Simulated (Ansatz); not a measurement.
The input (input.yaml):

```yaml
accuracy: low
crystal:
  lattice:
    - [10.025642, 0.0, 0.0]
    - [0.0, 10.025642, 0.0]
    - [0.0, 0.0, 20.519232]
  atoms:
    - { symbol: Ba, position: [0.25, 0.75, 0.4151828] }
    - { symbol: Ba, position: [0.25, 0.25, 0.4151828] }
    - { symbol: Ba, position: [0.5, 0.0, 0.0487348] }
    - { symbol: Sr, position: [0.0, 0.0, 0.0487348] }
    - { symbol: Ba, position: [0.25, 0.25, 0.1708841] }
    - { symbol: Ba, position: [0.25, 0.75, 0.1708841] }
    - { symbol: Ba, position: [0.5, 0.5, 0.2930334] }
    - { symbol: Sr, position: [0.0, 0.5, 0.2930334] }
    - { symbol: Ba, position: [0.75, 0.75, 0.1708841] }
    - { symbol: Ba, position: [0.75, 0.25, 0.1708841] }
    - { symbol: Ba, position: [0.0, 0.0, 0.2930334] }
    - { symbol: Sr, position: [0.5, 0.0, 0.2930334] }
    - { symbol: Ba, position: [0.75, 0.25, 0.4151828] }
    - { symbol: Ba, position: [0.75, 0.75, 0.4151828] }
    - { symbol: Ba, position: [0.0, 0.5, 0.0487348] }
    - { symbol: Sr, position: [0.5, 0.5, 0.0487348] }
    - { symbol: Ba, position: [0.7494453, 0.5007291, 0.5930647] }
basis:
  ecutwfc: 420.0
kpoints:
  mp_grid: { grid: [2, 2, 1] }
hamiltonian:
  xc: pbesol
scf:
  occupations: { method: fermi_dirac, width: 0.05 }
  lower_state_search: "off"
relax:
  f_tol: 0.08
  max_steps: 25
  adjacent_minimum: "off"
  constraints: [{ sites: [2, 3, 14, 15] }]
```

Launched with:

```bash
$ ansatz run input.yaml --threads 4 --pin off --max-ram 10240MiB --backend cpu --events-out ev --progress --plain --runs-dir out
```

Hardware: 4 threads of Arm Neoverse N1, on a shared host.

Task: Roughly how long does this run take, and how much memory?

Result: 7 min, with a peak of 4.5 GiB, for 19 ionic steps.
